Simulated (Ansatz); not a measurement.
Crystal: Ga3Se.

```
CELL_PARAMETERS angstrom
4.43246 0.00000 0.00000
0.00000 4.43246 0.00000
0.00000 0.00000 4.43246
ATOMIC_POSITIONS crystal
Se 0.00000 0.00000 0.00000
Ga 0.50000 0.50000 0.00000
Ga 0.50000 0.00000 0.50000
Ga 0.00000 0.50000 0.50000
```

The cell comes from a database or a generator and needn't be the stable form of this composition.

```yaml
Program: Ansatz 0.2.0
Task: relaxation of cell and atoms
Functional: PBEsol
Potentials_or_basis: Ansatz PAW
Cutoff: "420 eV (not typed: the program's choice for these potentials)"
k_mesh: 6 × 6 × 6
Occupations: fermi-dirac, width 0.05 eV
Spin: no spin polarisation
```

At the start: volume 21.77 Å³/atom.

Q: How do energy, volume and symmetry change on relaxing?

A: It ends after 3 steps and the volume is 19.95 Å³/atom (-8.4 %); space group Pm-3m (No. 221, to 0.05 Å).

The path:
```
step  energy change (eV)  largest force (eV/Å)  volume (Å³)
   1              0.0000                0.0000        87.08
   2             -0.0913                0.0000        79.80
   3             -0.0899                0.0000        79.80
```

Final structure:
```
CELL_PARAMETERS angstrom
4.30520 0.00000 0.00000
0.00000 4.30520 0.00000
0.00000 0.00000 4.30520
ATOMIC_POSITIONS crystal
Se 0.00000 0.00000 0.00000
Ga 0.50000 0.50000 0.00000
Ga 0.50000 0.00000 0.50000
Ga 0.00000 0.50000 0.50000
```

Caveat: the plane-wave basis is chosen anew once the cell has moved, so the energies of steps on either side of that aren't comparable; the PAW data sets come from PBE, with cores solved anew for the run's functional, which leaves a small shift of forces and pressure.
